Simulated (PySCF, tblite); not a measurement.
# 1,4-cyclohexanedione (C6H8O2): dynamics, then NMR shifts on frames, part 2 of 2

tblite 0.8.0 and PySCF 2.14.0. Atoms count from 0. Earlier steps stand in the parts before.

### Step 5. NMR shieldings: 625 fs, PBE0/pcSseg-1

The job: settings as JSON, then the geometry in Å.

```
{"job": {"kind": "nmr", "xc": "PBE0", "basis": "pcSseg-1", "pop": false}, "charge": 0, "multiplicity": 1}
O     -1.333300     2.081800     0.422600
C     -1.421200     0.946800     0.766500
C     -0.615200     0.393100     1.918400
C      0.237000    -0.759200     1.147900
C     -0.660300    -1.653200     0.338400
O     -0.175800    -2.655500    -0.121700
C     -2.178000    -1.362100     0.412700
C     -2.511700     0.151800     0.144100
H      0.151100     1.024000     2.372300
H     -1.140400    -0.114900     2.669800
H      0.999000    -0.317700     0.465700
H      0.688700    -1.429300     1.832400
H     -2.791000    -1.911700    -0.336800
H     -2.293400    -1.656700     1.420400
H     -3.428700     0.267500     0.725300
H     -2.686900     0.330400    -0.888200
```

Level: GIAO PBE0/pcSseg-1 NMR shielding, non-relativistic, gas phase.

Standard output:

```text
coarse grid: 13648 points
cycle   1  E = -383.0752749336  dE =  1.395e+00  |g| = 1.096e+00  |ddm| = 3.651e+00
cycle   2  E = -382.2299383420  dE =  8.453e-01  |g| = 2.370e+00  |ddm| = 3.648e+00
cycle   3  E = -383.3033870191  dE = -1.073e+00  |g| = 1.973e-01  |ddm| = 2.861e+00
cycle   4  E = -383.3116630382  dE = -8.276e-03  |g| = 8.087e-02  |ddm| = 2.256e-01
cycle   5  E = -383.3130895425  dE = -1.427e-03  |g| = 2.187e-02  |ddm| = 7.452e-02
cycle   6  E = -383.3131637929  dE = -7.425e-05  |g| = 9.174e-03  |ddm| = 2.156e-02
cycle   7  E = -383.3131783135  dE = -1.452e-05  |g| = 2.054e-03  |ddm| = 6.988e-03
cycle   8  E = -383.3131791095  dE = -7.960e-07  |g| = 6.537e-04  |ddm| = 2.777e-03
final grid: 132640 points
cycle   9  E = -383.3844086599  dE = -1.705e-05  |g| = 1.564e-02  |ddm| = 3.366e-02
cycle  10  E = -383.3842556011  dE =  1.531e-04  |g| = 3.252e-02  |ddm| = 3.447e-02
cycle  11  E = -383.3844550124  dE = -1.994e-04  |g| = 1.714e-03  |ddm| = 2.523e-02
cycle  12  E = -383.3844556272  dE = -6.147e-07  |g| = 2.887e-04  |ddm| = 1.542e-03
cycle  13  E = -383.3844556444  dE = -1.724e-08  |g| = 1.176e-04  |ddm| = 3.601e-04
cycle  14  E = -383.3844556464  dE = -2.020e-09  |g| = 5.824e-05  |ddm| = 1.230e-04
cycle  15  E = -383.3844556470  dE = -6.114e-10  |g| = 8.793e-06  |ddm| = 5.179e-05
converged SCF energy = -383.3844556470

GIAO shielding tensors (ppm)
atom      isotropic    diamagn.    paramagn.     s11        s22        s33       span
  0 O     -379.978     399.590    -779.568  -1037.397   -436.748    334.211   1371.608
  1 C      -20.150     240.075    -260.224   -111.512    -47.038     98.102    209.614
  2 C      151.101     254.663    -103.562    137.517    141.306    174.479     36.962
  3 C      142.875     252.470    -109.595    129.058    134.871    164.695     35.637
  4 C      -29.935     247.479    -277.414   -115.180    -65.501     90.875    206.055
  5 O     -354.396     399.144    -753.540   -965.329   -438.490    340.631   1305.960
  6 C      139.422     257.360    -117.938    125.470    128.613    164.183     38.713
  7 C      151.697     252.055    -100.358    135.089    141.569    178.434     43.345
  8 H       29.132      30.595      -1.463     25.397     27.348     34.651      9.254
  9 H       29.619      32.346      -2.727     27.122     28.783     32.951      5.829
 10 H       28.667      31.649      -2.982     24.981     27.809     33.211      8.230
 11 H       29.487      32.299      -2.812     26.146     28.795     33.521      7.375
 12 H       28.425      28.848      -0.423     24.022     27.900     33.352      9.330
 13 H       29.956      31.507      -1.551     28.200     29.193     32.476      4.276
 14 H       28.724      27.603       1.122     25.484     27.388     33.300      7.817
 15 H       29.703      31.351      -1.649     25.548     28.947     34.613      9.065
```

Run time: 22 s. Hardware: 1 thread of Arm Neoverse V1, shared host; peak memory 0.82 GiB.

Key values: δ C4 216.9, C1 207.1, C6 47.5, C3 44.1, H12 3.29, H10 3.05 ppm.

### Step 6. Shielding tensors: 800 fs, PBE0/pcSseg-1

The job: settings as JSON, then the geometry in Å.

```
{"job": {"kind": "nmr", "xc": "PBE0", "basis": "pcSseg-1", "pop": false}, "charge": 0, "multiplicity": 1}
O     -1.013500     2.288400     1.258900
C     -1.023000     1.087200     1.391800
C      0.142000     0.489800     2.157100
C      0.503600    -0.727900     1.368300
C     -0.605700    -1.760200     1.123700
O     -0.472400    -2.860400     0.617700
C     -1.925800    -1.151600     1.292600
C     -2.052400     0.240400     0.815300
H      0.974000     1.187100     2.204900
H     -0.256300     0.250800     3.141800
H      0.727500    -0.450900     0.387500
H      1.357900    -1.218200     1.724100
H     -2.714800    -1.731500     0.684700
H     -2.008000    -1.372800     2.345000
H     -2.985200     0.538500     1.292300
H     -2.325800     0.328000    -0.283700
```

Level: GIAO PBE0/pcSseg-1 NMR shielding, non-relativistic, gas phase.

Standard output:

```text
coarse grid: 13648 points
cycle   1  E = -383.0727905968  dE =  1.617e+00  |g| = 1.097e+00  |ddm| = 3.705e+00
cycle   2  E = -382.2311633042  dE =  8.416e-01  |g| = 2.361e+00  |ddm| = 3.931e+00
cycle   3  E = -383.3025121241  dE = -1.071e+00  |g| = 2.236e-01  |ddm| = 3.087e+00
cycle   4  E = -383.3132331227  dE = -1.072e-02  |g| = 8.604e-02  |ddm| = 2.469e-01
cycle   5  E = -383.3148568735  dE = -1.624e-03  |g| = 2.043e-02  |ddm| = 7.966e-02
cycle   6  E = -383.3149164267  dE = -5.955e-05  |g| = 1.050e-02  |ddm| = 2.297e-02
cycle   7  E = -383.3149354039  dE = -1.898e-05  |g| = 2.336e-03  |ddm| = 8.294e-03
cycle   8  E = -383.3149364121  dE = -1.008e-06  |g| = 7.097e-04  |ddm| = 3.067e-03
final grid: 132640 points
cycle   9  E = -383.3832270414  dE = -1.545e-05  |g| = 1.571e-02  |ddm| = 3.274e-02
cycle  10  E = -383.3830633072  dE =  1.637e-04  |g| = 3.331e-02  |ddm| = 3.728e-02
cycle  11  E = -383.3832738897  dE = -2.106e-04  |g| = 1.656e-03  |ddm| = 2.712e-02
cycle  12  E = -383.3832744537  dE = -5.640e-07  |g| = 2.824e-04  |ddm| = 1.459e-03
cycle  13  E = -383.3832744712  dE = -1.745e-08  |g| = 9.013e-05  |ddm| = 3.754e-04
cycle  14  E = -383.3832744722  dE = -1.035e-09  |g| = 5.575e-05  |ddm| = 9.723e-05
cycle  15  E = -383.3832744727  dE = -5.608e-10  |g| = 1.056e-05  |ddm| = 4.978e-05
converged SCF energy = -383.3832744727

GIAO shielding tensors (ppm)
atom      isotropic    diamagn.    paramagn.     s11        s22        s33       span
  0 O     -391.867     398.036    -789.904  -1045.647   -461.249    331.294   1376.941
  1 C      -29.590     245.879    -275.469   -120.176    -65.639     97.045    217.220
  2 C      145.345     252.631    -107.286    126.965    137.594    171.476     44.510
  3 C      152.722     253.362    -100.639    133.230    145.230    179.707     46.477
  4 C      -33.599     252.452    -286.051   -119.193    -82.929    101.324    220.516
  5 O     -337.757     399.088    -736.845   -927.689   -422.482    336.898   1264.588
  6 C      140.170     256.644    -116.474    124.057    131.114    165.340     41.282
  7 C      155.896     246.614     -90.718    136.554    150.233    180.899     44.345
  8 H       28.906      30.607      -1.701     24.783     28.043     33.893      9.110
  9 H       29.006      29.699      -0.693     26.516     28.176     32.328      5.812
 10 H       30.867      34.732      -3.865     27.601     29.508     35.492      7.891
 11 H       30.265      31.350      -1.085     25.894     29.727     35.174      9.280
 12 H       27.653      28.484      -0.831     22.884     27.501     32.574      9.691
 13 H       29.608      29.227       0.381     27.465     28.826     32.534      5.069
 14 H       28.635      26.825       1.810     24.505     28.208     33.191      8.686
 15 H       27.653      29.106      -1.453     23.515     26.094     33.349      9.834
```

Run time: 22 s. Hardware: 1 thread of Arm Neoverse V1, shared host; peak memory 0.82 GiB.

Key values: δ C4 220.5, C1 216.5, C6 46.8, C2 41.6, H15 4.06, H12 4.06 ppm.

### Step 7. Nuclear shieldings: 1000 fs, PBE0/pcSseg-1

The job: settings as JSON, then the geometry in Å.

```
{"job": {"kind": "nmr", "xc": "PBE0", "basis": "pcSseg-1", "pop": false}, "charge": 0, "multiplicity": 1}
O      0.275000     2.692400     1.896300
C     -0.134100     1.555900     1.808300
C      0.828600     0.331100     1.788800
C      0.347100    -0.402600     0.526400
C     -1.157800    -0.993000     0.818300
O     -1.561600    -2.031800     0.283500
C     -1.863400    -0.240800     1.819500
C     -1.529100     1.191700     1.435500
H      1.875700     0.786800     1.575200
H      0.875900    -0.365600     2.606800
H      0.219000     0.249300    -0.345100
H      0.913600    -1.338400     0.411500
H     -2.958900    -0.335700     1.751400
H     -1.652800    -0.537500     2.815400
H     -2.127300     1.865200     1.970200
H     -1.623200     1.388800     0.410100
```

With the program's defaults for keys left out, this is: GIAO PBE0/pcSseg-1 NMR shielding, non-relativistic, gas phase.

Standard output:

```text
coarse grid: 13648 points
cycle   1  E = -383.0747979694  dE =  1.362e+00  |g| = 1.087e+00  |ddm| = 3.647e+00
cycle   2  E = -382.1529079928  dE =  9.219e-01  |g| = 2.442e+00  |ddm| = 3.586e+00
cycle   3  E = -383.3008134388  dE = -1.148e+00  |g| = 2.192e-01  |ddm| = 2.816e+00
cycle   4  E = -383.3108273732  dE = -1.001e-02  |g| = 9.229e-02  |ddm| = 2.411e-01
cycle   5  E = -383.3125925162  dE = -1.765e-03  |g| = 2.885e-02  |ddm| = 8.398e-02
cycle   6  E = -383.3127292330  dE = -1.367e-04  |g| = 1.095e-02  |ddm| = 2.603e-02
cycle   7  E = -383.3127499034  dE = -2.067e-05  |g| = 2.786e-03  |ddm| = 8.241e-03
cycle   8  E = -383.3127514215  dE = -1.518e-06  |g| = 8.676e-04  |ddm| = 3.415e-03
final grid: 132640 points
cycle   9  E = -383.3825911802  dE = -1.832e-05  |g| = 1.614e-02  |ddm| = 3.544e-02
cycle  10  E = -383.3824045154  dE =  1.867e-04  |g| = 3.523e-02  |ddm| = 3.737e-02
cycle  11  E = -383.3826405829  dE = -2.361e-04  |g| = 1.652e-03  |ddm| = 2.726e-02
cycle  12  E = -383.3826411263  dE = -5.434e-07  |g| = 3.688e-04  |ddm| = 1.390e-03
cycle  13  E = -383.3826411493  dE = -2.299e-08  |g| = 2.046e-04  |ddm| = 4.758e-04
cycle  14  E = -383.3826411565  dE = -7.200e-09  |g| = 5.511e-05  |ddm| = 1.785e-04
cycle  15  E = -383.3826411571  dE = -5.748e-10  |g| = 9.508e-06  |ddm| = 4.780e-05
converged SCF energy = -383.3826411571

GIAO shielding tensors (ppm)
atom      isotropic    diamagn.    paramagn.     s11        s22        s33       span
  0 O     -357.983     395.670    -753.653   -952.195   -438.652    316.898   1269.093
  1 C      -32.108     251.261    -283.368   -115.336    -70.155     89.168    204.504
  2 C      136.424     254.266    -117.841    110.928    129.185    169.160     58.233
  3 C      131.611     249.467    -117.856    108.306    126.386    160.142     51.835
  4 C      -42.955     246.740    -289.695   -130.872    -81.948     83.955    214.827
  5 O     -394.853     399.157    -794.010  -1017.577   -479.017    312.035   1329.612
  6 C      156.938     256.786     -99.848    144.849    147.048    178.918     34.069
  7 C      154.038     251.817     -97.779    140.171    146.206    175.736     35.565
  8 H       27.444      29.286      -1.842     23.915     26.423     31.994      8.080
  9 H       28.484      31.017      -2.534     25.861     26.965     32.624      6.763
 10 H       28.898      31.361      -2.463     26.573     27.164     32.957      6.383
 11 H       28.466      31.522      -3.057     24.439     28.344     32.613      8.174
 12 H       29.047      28.772       0.275     24.479     28.174     34.488     10.010
 13 H       29.570      30.610      -1.040     25.803     28.613     34.295      8.492
 14 H       30.407      28.928       1.479     25.580     30.459     35.181      9.600
 15 H       30.389      31.618      -1.229     27.518     28.568     35.080      7.562
```

It took 22 s on 1 thread of Arm Neoverse V1, shared host; peak memory 0.82 GiB.

Key values: δ C4 229.9, C1 219.0, C3 55.3, C2 50.5, H8 4.27, H11 3.25 ppm.

### Step 8. Side by side: NMR shifts

Shifts (ppm) of some atoms, chosen among heavy atoms and hydrogens apart, with basis size and wall time:

| frame | C4 | C3 | C7 | H10 | H12 | O0 | O5 | functions | time |
| --- | --- | --- | --- | --- | --- | --- | --- | --- | --- |
| 250 fs | 205.5 | 50.7 | 42.2 | 4.28 | 0.67 | 712.3 | 632.9 | 176 | 22 s |
| 425 fs | 206.8 | 39.9 | 49.1 | 0.58 | 4.49 | 608.4 | 684.4 | 176 | 21 s |
| 625 fs | 216.9 | 44.1 | 35.2 | 3.05 | 3.29 | 716.1 | 690.5 | 176 | 22 s |
| 800 fs | 220.5 | 34.2 | 31.0 | 0.85 | 4.06 | 727.9 | 673.8 | 176 | 22 s |
| 1000 fs | 229.9 | 55.3 | 32.9 | 2.82 | 2.67 | 694.1 | 730.9 | 176 | 22 s |

### Step 9. Summary of results

This closing draws on all 2 parts.

| quantity | value |
| --- | --- |
| thermostat | 600 K |
| mean temperature, second half | 585 K |
| mean potential energy above the minimum | 1.02 eV |
| 13C shifts against TMS (PBE0/pcSseg-1, 250 fs) | 217.1, 205.5, 50.7, 43.9, 42.2, 39.5 ppm |
| 1H shifts against TMS (PBE0/pcSseg-1, 250 fs) | 4.35, 4.28, 3.93, 3.45, 2.86, 2.68, 1.68, 0.67 ppm |
| 17O shifts against H2O (PBE0/pcSseg-1, 250 fs) | 712.3, 632.9 ppm |
| range of the shift of O0 | 608.4 to 727.9 ppm |

In words: In the second half the potential energy averages 1.02 eV above the minimum; equipartition over 42 harmonic modes at 600 K would give 1.09 eV. With 16 atoms the temperature swings widely (214 to 899 K). Shifts at one fixed geometry are not the observed spectrum, which averages over the motion. In the first frame run (250 fs): Shielding is most anisotropic at O0 (span 1327 ppm, paramagnetic term -773 ppm). Across the 5 runs the shift of O0 moves most, between 608.4 (425 fs) and 727.9 ppm (800 fs).
